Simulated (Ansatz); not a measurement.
# Ge2PH (singlet): wave-function methods side by side, cc-pVTZ

An exercise on one series of results from a longer session: the logs are not shown, and one member is left open.

Program: Ansatz 0.2.0, Gaussian basis. Level of theory: cc-pVTZ, core rule «outside noble gas», up to 33 orbitals frozen. These are calculated values, not measurements.

The runs, in order: UHF; CCSD(T) on RHF; BCCD(T) on RHF.

1 further run of the same task is left out (for a known fault of the program). Runs told in other sessions of the task aren't counted.

**What is computed**

The geometry is a PBE0/def2-TZVP stationary point (not a proven minimum). No spin-orbit coupling is included. The filled d shell of Ge may be among the frozen orbitals whatever the setting's name suggests.

4 atoms, charge 0, spin multiplicity 1.

Atoms are counted from 1 here; the program's logs count them from 0.

Bond lengths: Ge1–P2 2.301 Å, Ge1–Ge3 2.387 Å, P2–Ge3 2.211 Å, Ge3–H4 1.541 Å. Angles: P2–Ge1–Ge3 56.2°, Ge1–P2–Ge3 63.8°, Ge1–Ge3–P2 59.9°, Ge1–Ge3–H4 175.7°, P2–Ge3–H4 115.8°.

Set-up of the first run:

Contents of in.yaml:

```yaml
crystal:
  periodic: [false, false, false]
  atoms:
    - {symbol: Ge, position_ang: [0.000000, -0.305203, 1.231854]}
    - {symbol: P, position_ang: [0.000000, 1.576501, -0.092803]}
    - {symbol: Ge, position_ang: [0.000000, -0.363064, -1.154908]}
    - {symbol: H, position_ang: [0.000000, -0.284974, -2.693505]}
basis:
  gaussian: {orbitals: cc-pVTZ}
magnetization: {spin_polarized: true, initial_magnetization: 0}
hamiltonian: {xc: hf}
output: {orbitals: {seedname: orbitals}}
```

Launch:

```console
ansatz run in.yaml --threads 1 --pin off --events-out ev --progress --plain --max-ram 4096MiB --backend cpu
```

Steps of the session up to this table: UHF; CCSD(T) on RHF; BCCD(T) on RHF.

One of the session's tables, all rows but one given; the rest of the session is left out.

```
  method  from RCCSD(T) (meV)
     RHF                    ?
    RMP2              +1376.7
   RCCSD               +693.2
RCCSD(T)                    0
 BCCD(T)                 -4.9
```

Q: Estimate the row for RHF from the others.

**Answer.** from RCCSD(T) (meV): +10656.4. In the column «from RCCSD(T) (meV)» it is the highest.

With the free atoms at the same levels and basis (separate runs), the atomisation energy is 9.150 eV at RCCSD(T), 4.982 eV at RHF.
